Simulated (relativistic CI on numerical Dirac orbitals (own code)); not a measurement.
# Co²¹⁺: how the levels respond to the fine-structure constant and the nuclear radius

Aim: the factor q = dE/dx of each excitation energy, x = (α/α0)² − 1, by finite differences, and the field-shift factor by the mean square nuclear radius, for the lowest 30 levels.

Method: Dirac-Coulomb-Breit CI, KLI orbitals optimised for each configuration, derivatives by finite differences. Code: relativistic CI on numerical Dirac orbitals (own code) version 2.

## (1) The atom as given

| Quantity | Value |
| --- | --- |
| ion | Co²¹⁺ (Co XXII) |
| nuclear charge | 27 |
| electrons | 6 |
| isotope | A = 59 |
| first configuration | [He] 2s2 2p2 |

The outer shells:

[He] 2s2 2p2
```
[He] core
2s [↑↓]
2p [↑ ][↑ ][  ]
```

## (2) The run

Input settings:

```ini
atom Co  Z=27  charge=21  electrons=6
nucleus A=59  rms_radius_fm=3.7875
hamiltonian dirac-coulomb  breit=on  qed=off  c_scale=1
orbitals kli  potential=per-configuration
slater_scale 1
correlation none
mixing on
configurations
  [He] 2s2 2p2
  [He] 2s 2p3
  [He] 2p4
  [He] 2p3 3s
  [He] 2p3 3p
  [He] 2p3 3d
  [He] 2s2 2p 3s
  [He] 2s2 2p 3p
end
derivatives alpha2 +-0.01 radius +-1%
```

From the run's result record (rounded, not every field):

```text
{
  "status": "converged",
  "levels [i, E_cm, J2, conf, term, w_term]": [
    [0, 0, 0, "2s2 2p2", "3P", 0.8827],
    [1, 90433.583, 2, "2s2 2p2", "3P", 0.9911],
    [2, 138993.88, 4, "2s2 2p2", "3P", 0.7243],
    [3, 283466.98, 4, "2s2 2p2", "1D", 0.7237],
    [4, 412241.73, 0, "2s2 2p2", "1S", 0.857],
    [5, 526289.51, 4, "2s 2p3", "5S*", 0.9568],
    [6, 838317.09, 2, "2s 2p3", "3D*", 0.8205],
    [7, 840245.86, 4, "2s 2p3", "3D*", 0.8008],
    [8, 873303.46, 6, "2s 2p3", "3D*", 0.9998],
    [9, 992001.95, 0, "2s 2p3", "3P*", 0.9999],
    [10, 1003191.1, 2, "2s 2p3", "3P*", 0.8031],
    [11, 1025021.5, 4, "2s 2p3", "3P*", 0.6943],
    [12, 1181047.1, 2, "2s 2p3", "3S*", 0.7677],
    [13, 1224848, 4, "2s 2p3", "1D*", 0.9048],
    [14, 1369486.3, 2, "2s 2p3", "1P*", 0.7895],
    [15, 1772840.6, 4, "2p4", "3P", 0.8813],
    [16, 1874352.5, 0, "2p4", "3P", 0.8373],
    [17, 1884473.3, 2, "2p4", "3P", 0.9911],
    [18, 1970817.7, 4, "2p4", "1D", 0.8832],
    [19, 2221014.6, 0, "2p4", "1S", 0.8139],
    [20, 8377005.7, 0, "2s2 2p 3s", "3P*", 0.9805],
    [21, 8385930.2, 2, "2s2 2p 3s", "3P*", 0.7424],
    [22, 8515370.9, 4, "2s2 2p 3s", "3P*", 0.9765],
    [23, 8538564.1, 2, "2s2 2p 3s", "1P*", 0.7398],
    [24, 8564107.6, 2, "2s2 2p 3p", "3D", 0.6939],
    [25, 8632108.7, 4, "2s2 2p 3p", "3D", 0.8075],
    [26, 8633268.7, 2, "2s2 2p 3p", "3S", 0.3166],
    [27, 8654505.9, 0, "2s2 2p 3p", "3P", 0.8409],
    [28, 8737851.8, 2, "2s2 2p 3p", "1P", 0.4208],
    [29, 8743381.4, 6, "2s2 2p 3p", "3D", 0.9762]
  ],
  "sensitivity [i, q_alpha_cm, field_shift_GHz_per_fm2]": [
    [0, 0, 0],
    [1, 1.177e+05, 0.05127],
    [2, 1.369e+05, -0.09402],
    [3, 2.321e+05, -0.7467],
    [4, 2.419e+05, -4.814],
    [5, 2.385e+05, -108.7],
    [6, 2.084e+05, -110.4],
    [7, 2.258e+05, -110.3],
    [8, 2.758e+05, -110.4],
    [9, 2.823e+05, -110.4],
    [10, 3.002e+05, -110.7],
    [11, 3.298e+05, -110.8],
    [12, 2.524e+05, -115.1],
    [13, 3.244e+05, -113.7],
    [14, 3.703e+05, -114.4],
    [15, 3.182e+05, -221.8],
    [16, 3.824e+05, -221.8],
    [17, 4.45e+05, -222.8],
    [18, 4.324e+05, -222.7],
    [19, 5.052e+05, -218.6],
    [20, 6.858e+04, 38.02],
    [21, 6.975e+04, 37.99],
    [22, 2.105e+05, 36.83],
    [23, 2.093e+05, 36.76],
    [24, 7.553e+04, 7.41],
    [25, 1.264e+05, 7.124],
    [26, 1.225e+05, 7.146],
    [27, 8.758e+04, 7.306],
    [28, 2.323e+05, 6.148],
    [29, 2.555e+05, 6.053]
  ],
  "n_levels_all": 30,
  "configurations [conf, odd, states]": [
    ["2s2 2p2", 0, 15],
    ["2s 2p3", 1, 40],
    ["2p4", 0, 15],
    ["2p3 3s", 1, 40],
    ["2p3 3p", 0, 120],
    ["2p3 3d", 1, 200],
    ["2s2 2p 3s", 1, 12],
    ["2s2 2p 3p", 0, 36]
  ]
}
```

It took 0.76 s on 1 thread, shared host.

The relative sensitivity K = 2q/E of the transition from the lowest level:

| level | energy (eV) | q (cm⁻¹) | K | field shift (GHz/fm²) |
| --- | --- | --- | --- | --- |
| 2p2 3P1 | 11.21 | 117700 | 2.603 | 0.0513 |
| 2p2 3P2 | 17.23 | 136900 | 1.970 | -0.094 |
| 2p2 1D2 | 35.15 | 232100 | 1.638 | -0.747 |
| 2p2 1S0 | 51.11 | 241900 | 1.174 | -4.81 |
| 2s 2p3 5S°2 | 65.25 | 238500 | 0.906 | -109 |
| 2s 2p3 3D°1 | 103.94 | 208400 | 0.497 | -110 |
| 2s 2p3 3D°2 | 104.18 | 225800 | 0.538 | -110 |
| 2s 2p3 3D°3 | 108.28 | 275800 | 0.632 | -110 |
| 2s 2p3 3P°0 | 122.99 | 282300 | 0.569 | -110 |
| 2s 2p3 3P°1 | 124.38 | 300200 | 0.598 | -111 |
| 2s 2p3 3P°2 | 127.09 | 329800 | 0.644 | -111 |
| 2s 2p3 3S°1 | 146.43 | 252400 | 0.427 | -115 |
| 2s 2p3 1D°2 | 151.86 | 324400 | 0.530 | -114 |
| 2s 2p3 1P°1 | 169.79 | 370300 | 0.541 | -114 |
| 2p4 3P2 | 219.80 | 318200 | 0.359 | -222 |
| 2p4 3P0 | 232.39 | 382400 | 0.408 | -222 |
| 2p4 3P1 | 233.64 | 445000 | 0.472 | -223 |

## (3) Results

```
                                         quantity                   value
                                     lowest level                 2p2 3P0
              largest q in size, lowest 30 levels   505200 cm⁻¹ (2p4 1S0)
largest K in size within the lowest configuration          2.60 (2p2 3P1)
            largest field-shift factor among them  -223 GHz/fm² (2p4 3P1)
```

What this shows: Among these levels the largest q belongs to 2p4 1S0, a change of configuration. The fine-structure partner 3P1 has K = 2.60, away from the 2 of a pure α² interval, since levels mix. K = 2q/E, the relative sensitivity of a level, hangs on the computed energy: between configurations that lie close it can be off by a factor of several.
